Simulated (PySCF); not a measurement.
**Be2H2Cl2, a complex of two parts: interaction energy**

Wanted: the interaction energy for `[BeH2]` with `[Cl][Be][Cl]`.

Programs: PySCF 2.14.0. All values are calculated, for the isolated system unless a continuum is named. Atoms count from 0, parts from 1.

## 1. The system as given

6 atoms, charge 0, multiplicity 1; geometry: GFN2-xTB. Parts: 1 = atoms 0–2, `[BeH2]`, charge 0; 2 = atoms 3–5, `[Cl][Be][Cl]`, charge 0.

## 2. Optimising the geometry at PBE0-D3(BJ)/def2-SVPD

Job settings and geometry (Å):

```
{"job": {"xc": "PBE0", "basis": "def2-SVPD", "d3": "d3bj", "grid": 2, "kind": "geom", "shake": 0.01}, "charge": 0, "multiplicity": 1, "parts": [{"atoms": "0-2", "charge": 0, "multiplicity": 1}, {"atoms": "3-5", "charge": 0, "multiplicity": 1}]}
Be    -0.025868    -0.040951    -0.544289
H     -0.734451    -0.517858     0.704399
H      1.053352     0.565653    -0.787628
Cl    -3.341239    -1.802959     0.710895
Be    -1.918205    -1.008803     0.016201
Cl    -1.411370    -0.520716    -1.800248
```

Run with:

```console
$ OMP_NUM_THREADS=1 python cluster_run.py task.json out
```

One launch serves the whole session: the jobs run in the order shown.

**Question.** The jobs that follow are: CCSD(T)/aug-cc-pVDZ and MP2/aug-cc-pVTZ counterpoise interaction energy, frozen core, gas phase. Predict: point group; rotational constants (main isotopes); interaction energy, CCSD(T) limit estimate; MP2/aug-cc-pVTZ; T1 diagnostic.

The runs gave:

| quantity | value |
| --- | --- |
| point group | Cs |
| rotational constants (main isotopes) | 12.43, 1.97, 1.70 GHz |
| interaction energy, CCSD(T) limit estimate | -62.11 kcal/mol |
| MP2/aug-cc-pVTZ | -62.18 kcal/mol |
| T1 diagnostic | 0.0091 |

In words: Over 8 steps the energy fell by 0.203 eV; of the close pairs, Be0–Cl5 changed most, 1.931 to 2.037 Å. The parts are deformed by 33.27 kcal/mol, far from their own shapes, so the interaction energy overstates the binding by that much, and the relaxed parts may be other isomers. The interaction energy leaves out the deformation of the parts, 33.27 kcal/mol at MP2. So large a deformation means that a part is far from its own minimum, so a sum across the two methods would be rough. The estimate adds CCSD(T) less MP2 in the small basis (+1.24 kcal/mol) to extrapolated MP2. Hartree-Fock gives -55.05 against -62.11 kcal/mol.
